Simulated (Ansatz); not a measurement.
# BiIr: the cost of one run

Computed with Ansatz 0.2.0 (DFT r²SCAN, scalar-relativistic, plane waves, PAW, unless a step's input says otherwise).

1 further run of the same task is left out (it didn't finish). Runs told in other sessions of the task aren't counted.

## 1. Starting point

The structure is cubic, space group F-43m (No. 216). Conventional cell: a = 6.076 Å, b = 6.076 Å, c = 6.076 Å, α = 90.00°, β = 90.00°, γ = 90.00°. Ir (site symmetry -43m) has 4 Bi at 2.63 Å in its first shell of neighbours. Around Bi (site symmetry -43m) lie 4 Ir at 2.63 Å.

Structure file:

```xyz
2
Lattice="0.0000 3.0380 3.0380 3.0380 0.0000 3.0380 3.0380 3.0380 0.0000" Properties=species:S:1:pos:R:3 pbc="T T T"
Ir    0.0000    0.0000    0.0000
Bi    1.5190    1.5190    1.5190
```

This cell comes from an earlier session at r²SCAN: 28.040 Å³/atom at 0.00 GPa, on a 10×10×10 mesh.

The changes: atom 2 (Bi) moved 0.12 Å along y; strain e2 = -0.01, atoms carried along; all atoms moved at random (σ = 0.03 Å), cell strained at random (1 %).

## 2. Atom 2 (Bi) moved 0.12 Å along y

Input file input.yaml:

```yaml
crystal:
  lattice:
    - [0.0, 3.038037373, 3.038037373]
    - [3.038037373, 0.0, 3.038037373]
    - [3.038037373, 3.038037373, 0.0]
  atoms:
    - { symbol: Ir, position: [0.0, 0.0, 0.0] }
    - { symbol: Bi, position: [0.2697495925, 0.2302504075, 0.2697495925] }
basis:
  ecutwfc: 500
  ecutrho_ratio: 4
kpoints:
  mp_grid: { grid: [10, 10, 10] }
hamiltonian:
  xc: r2scan
scf:
  occupations: { method: gaussian, width: 0.05 }
output:
  forces: true
  stress: true
  eigenvalues: true
  write_density: true
  write_potential: true
  elf: true
  volumetric_format: npy
```

On the command line:

```bash
> ansatz run input.yaml --threads 2 --pin off --max-ram 2662MiB --backend cpu --events-out ev --progress --plain --runs-dir out
```

What time and memory should one allow on 2 threads of Arm Neoverse V2, shared host?

About 29 s, with a peak of 0.62 GiB.
